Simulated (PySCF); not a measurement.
**[TcS2]+: structure of the triplet**

The task is one start of a wider search on [TcS2]+: the triplet, from a PBE minimum start. It is relaxed, tested by its Hessian and followed downhill if it is a saddle.

Program: PySCF 2.14.0. Level of theory: PBE, basis Tc def2-TZVP with ECP28, S def2-TZVP, scalar-relativistic core potentials, no spin–orbit coupling, density fitting. These are calculated values, not measurements.

## Step 1: The starting structure

3 atoms, charge 1, spin multiplicity 3.

Bond lengths: Tc1–S2 2.070 Å, Tc1–S3 2.070 Å. Angles: S2–Tc1–S3 110.6°.

```xyz
3
charge 1 multiplicity 3
Tc    0.0000   -0.4624    0.0000
S     0.0000    0.7158    1.7022
S     0.0000    0.7158   -1.7022
```

## Step 2: The SCF at the typed geometry

The steps below are one call of a driver around PySCF. For each, scf.py gives the equivalent set-up of the SCF; relaxations use the driver's own optimiser. After this first run the driver tries any further starts and a stability analysis.

scf.py

```python
from pyscf import gto, scf, dft
mol = gto.M(atom='''
Tc    -0.000000    -0.462390    -0.000000
S      0.000000     0.715840     1.702190
S      0.000000     0.715840    -1.702190''',
    basis={'Tc': 'def2-TZVP', 'S': 'def2-TZVP'},
    ecp={'Tc': 'def2-TZVP'},
    charge=1, spin=2)
mf = dft.UKS(mol, xc='PBE')
mf.grids.atom_grid = (50, 194)
aux = {'Tc': 'def2-universal-JKFIT', 'S': 'def2-universal-JKFIT'}
mf = mf.density_fit(auxbasis=aux)
mf.conv_tol = 1e-08
mf.diis_space = 10
mf.max_cycle = 60
mf.init_guess = 'minao'
mf.verbose = 4
mf.kernel()
```

Launch:

```console
$ OMP_NUM_THREADS=4 python axn.py task.json out
```

After this run come: Relaxing the triplet from the PBE minimum start; Frequencies.

Before running it: what results should come out? Wanted: minimum; geometry; wavenumbers; dipole moment; highest occupied, lowest empty level; polar-tensor charge of Tc1; zero-point energy; ⟨S²⟩.

The runs gave:

| quantity | value |
| --- | --- |
| minimum | triplet, C2v |
| geometry | Tc–S 2.058 Å (×2); S–Tc–S 110.7° |
| wavenumbers (cm⁻¹) | 202 (a1), 562 (a1), 568 (b2) |
| dipole moment (centre of mass) | 1.68 D |
| highest occupied, lowest empty level (either spin) | -11.70, -10.80 eV |
| polar-tensor charge of Tc1 | +1.08 e |
| zero-point energy | 8.0 kJ/mol |
| entropy at 298.15 K | 298.3 J/(mol K) |
| ⟨S²⟩ | 2.026 |

What this shows: The PBE minimum start keeps its C2v symmetry and ends in a minimum. The strongest infrared band lies at 568 cm⁻¹ (b2, stretch). Most of the spin sits on Tc1 (Mulliken spin 1.95, against 2 for the whole molecule). Other starts or spin states, not run here, may lie lower. One determinant may miss the lowest occupation of an open d or f shell.
